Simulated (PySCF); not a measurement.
**SnAs: from the state search to spectroscopic constants**

One table from this session's results is given with a row withheld; the runs are named, their logs left out.

Method: Sn cc-pVDZ-PP with ECP28, As cc-pVDZ-PP with ECP10, scalar-relativistic core potentials; program: PySCF 2.14.0.

Set-up of the first run:

The job is set up so:

- atoms: Sn, As
- charge: 0
- basis: Sn cc-pVDZ-PP with ECP28, As cc-pVDZ-PP with ECP10
- Hamiltonian: scalar-relativistic core potentials
- basis functions: 46
- electrons treated: 45
- masses in u: 119.9022, 74.9216
- levels: PBE0, PBE, r²SCAN, r²SCAN0, BLYP, BP86, CAM-B3LYP, HF, MP2, SCS-MP2, CCSD, CCSD(T)
- grid: 80 radial by 434 angular points
- occupations: held fixed by the projection of orbital angular momentum
- dissociation limit: Sn + As, each in its ground configuration
- starting distance in angstrom: 2.525
- values of 2S to try: 1, 3, 5

The run is started by

```
> OMP_NUM_THREADS=1 python dia.py task.json out
```

Steps of the session up to this table: The job; First curve: PBE0; Higher solutions at PBE0; PBE (GGA); r²SCAN; r²SCAN0 (hybrid meta-GGA); BLYP; BP86; CAM-B3LYP; UHF; Correlated methods on the Hartree–Fock reference.

One table of the session follows, with a row left open; its other results are not shown here.

It belongs to the step «Constants by level of theory». 

| level | Re (Å) | ωe (cm⁻¹) | De (eV) | μ (D) |
| --- | --- | --- | --- | --- |
| PBE | 2.480 | 271.9 | 2.87 | -1.54 |
| BLYP | 2.506 | 260.9 | 2.91 | -1.48 |
| BP86 | 2.482 | 270.5 | 2.94 | -1.52 |
| r²SCAN | 2.452 | 281.8 | 2.60 | -1.67 |
| PBE0 | ? | ? | ? | ? |
| r²SCAN0 | 2.435 | 275.4 | 2.33 | -1.78 |
| CAM-B3LYP | 2.427 | 291.4 | 2.45 | -1.76 |

Estimate the missing values for PBE0.

As computed: Re (Å): 2.444; ωe (cm⁻¹): 286.8; De (eV): 2.50; μ (D): -1.76. In the column «Re (Å)» it lies between r²SCAN0 (2.435) and r²SCAN (2.452).

De is counted to Sn + As in their ground configurations.
